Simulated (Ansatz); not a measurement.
# USVWN5/cc-pVDZ run of BSiH3ClO (SMILES [SiH3]O[B]Cl)

Aim: the energy change on altering one bond length of BSiH3ClO at USVWN5/cc-pVDZ, from 2 runs. 

The results are computed with Ansatz 0.2.0.

128 further runs of the same task are left out: 128 set aside as unsound or not needed.

## Step 1: The system as given

The species is BSiH3ClO (7 atoms), meant as a doublet with charge 0. SMILES: `[SiH3]O[B]Cl`. Geometry: relaxed at PBE0-D4/def2-TZVP. This is one conformer, not always the lowest.

Bond lengths: Si1–O2 1.667 Å, O2–B3 1.324 Å, B3–Cl4 1.747 Å, Si1–H5 1.480 Å, Si1–H6 1.482 Å, Si1–H7 1.480 Å. Angles: Si1–O2–B3 133.9°, O2–B3–Cl4 123.5°, O2–Si1–H5 107.1°, O2–Si1–H6 109.9°, O2–Si1–H7 107.2°, H5–Si1–H6 110.9°, H5–Si1–H7 110.6°, H6–Si1–H7 110.9°.

## Step 2: A single-point energy at USVWN5/cc-pVDZ

Input file input.yaml:

```yaml
crystal:
  periodic: [false, false, false]
  atoms:
    - {symbol: Si, position_ang: [-0.573000, 0.775400, 0.374800]}
    - {symbol: O, position_ang: [0.044900, -0.648400, -0.233600]}
    - {symbol: B, position_ang: [1.256200, -1.042100, -0.596600]}
    - {symbol: Cl, position_ang: [1.605000, -2.636800, -1.219100]}
    - {symbol: H, position_ang: [-1.201300, 0.456800, 1.676100]}
    - {symbol: H, position_ang: [0.515600, 1.766600, 0.541200]}
    - {symbol: H, position_ang: [-1.586300, 1.260400, -0.588400]}
basis:
  gaussian:
    orbitals: cc-pVDZ
magnetization:
  spin_polarized: true
  initial_magnetization: 1
hamiltonian:
  xc: {name: SVWN5}
accuracy: high
output:
  orbitals: {seedname: orbitals}
```

Launch:

```console
ansatz run input.yaml --threads 1 --pin off --max-ram 3480MiB --events-out events.jsonl --progress --plain --runs-dir runs
```

Log:

```text
Warning: RAYON_NUM_THREADS=1 ignored (pool sized by the plan → 1); use --threads N
Functional definition: SVWN5
  name "SVWN5"
  exchange = slater_x
  correlation = vwn5_c
1786 factors; integrals over basis functions are off by at most 6.3e-9 eV
mean field evaluation 1: about -23074.1071 eV, gradient 3.5e1 eV
mean field evaluation 2: about -23044.7954 eV, gradient 9.1e1 eV
mean field evaluation 4: about -23078.6377 eV, gradient 4.6e0 eV
mean field evaluation 8: about -23078.7503 eV, gradient 4.0e-1 eV
mean field evaluation 16: about -23078.7512 eV, gradient 6.6e-5 eV
mean field -23078.75121098 eV, -848.1284636642 hartree, gradient 5.5e-8 eV, S^2 0.752034; 0 other end points of the search recorded, 0 dependent functions left out
reference -23078.75121415 eV, -848.1284637807 hartree; 24, 23 occupied and 55, 56 virtual orbitals, 1786 factors
Total energy: -23078.75121415 eV, -848.1284637807 hartree
```

Run time: 4.5 s. Hardware: 1 thread of Arm Neoverse V2, shared host; peak memory 0.23 GiB.

## Step 3: The distorted shape at the same level

Input file job.yaml:

```yaml
basis:
  gaussian:
    orbitals: cc-pVDZ
crystal:
  periodic: [false, false, false]
  atoms:
    - symbol: Si
      position_ang: [-0.677643, 1.253824, 0.561556]
    - symbol: O
      position_ang: [-0.059743, -0.169976, -0.046844]
    - symbol: B
      position_ang: [1.151557, -0.563676, -0.409844]
    - symbol: Cl
      position_ang: [1.605000, -2.636800, -1.219100]
    - symbol: H
      position_ang: [-1.305943, 0.935224, 1.862856]
    - symbol: H
      position_ang: [0.410957, 2.245024, 0.727956]
    - symbol: H
      position_ang: [-1.690943, 1.738824, -0.401644]
magnetization:
  spin_polarized: true
  initial_magnetization: 1
hamiltonian:
  xc: {name: SVWN5}
accuracy: high
output: {orbitals: {seedname: orbitals}}
```

Launch:

```console
ansatz run job.yaml --threads 1 --pin off --max-ram 3480MiB --events-out events.jsonl --progress --plain --runs-dir runs
```

Log:

```text
Warning: RAYON_NUM_THREADS=1 ignored (pool sized by the plan → 1); use --threads N
[... 4 set-up lines as earlier in the session ...]
1787 factors; integrals over basis functions are off by at most 4.0e-9 eV
mean field evaluation 1: about -23073.3464 eV, gradient 3.4e1 eV
mean field evaluation 2: about -23044.8031 eV, gradient 9.1e1 eV
mean field evaluation 4: about -23077.3550 eV, gradient 5.1e0 eV
mean field evaluation 8: about -23077.5158 eV, gradient 5.3e-1 eV
mean field evaluation 16: about -23077.5174 eV, gradient 1.2e-4 eV
mean field -23077.51740289 eV, -848.0831220532 hartree, gradient 6.7e-8 eV, S^2 0.752961; 0 other end points of the search recorded, 0 dependent functions left out
reference -23077.51740621 eV, -848.0831221753 hartree; 24, 23 occupied and 55, 56 virtual orbitals, 1787 factors
Total energy: -23077.51740621 eV, -848.0831221753 hartree
```

Run time: 4.5 s. Hardware: 1 thread of Arm Neoverse V2, shared host; peak memory 0.23 GiB.

## Step 4: Summary of results

Level: USVWN5/cc-pVDZ.

| quantity | value |
| --- | --- |
| first shape: total energy | -848.12846 Eh |
| first shape: HOMO energy (highest over α and β) | -4.45 eV |
| first shape: LUMO energy (lowest over α and β) | -2.84 eV |
| first shape: ⟨S²⟩ | 0.752 |
| distorted shape: total energy | -848.08312 Eh |
| distorted shape: HOMO energy (highest over α and β) | -5.68 eV |
| distorted shape: LUMO energy (lowest over α and β) | -4.33 eV |
| distorted shape: ⟨S²⟩ | 0.753 |
| energy change with the B3–Cl4 bond stretched from 1.747 to 2.271 Å | 1.234 eV |

In words: With the B3–Cl4 bond stretched from 1.747 to 2.271 Å the energy rises by 1.23 eV (119 kJ/mol). The first shape isn't relaxed at this level, so the change isn't measured from a minimum.
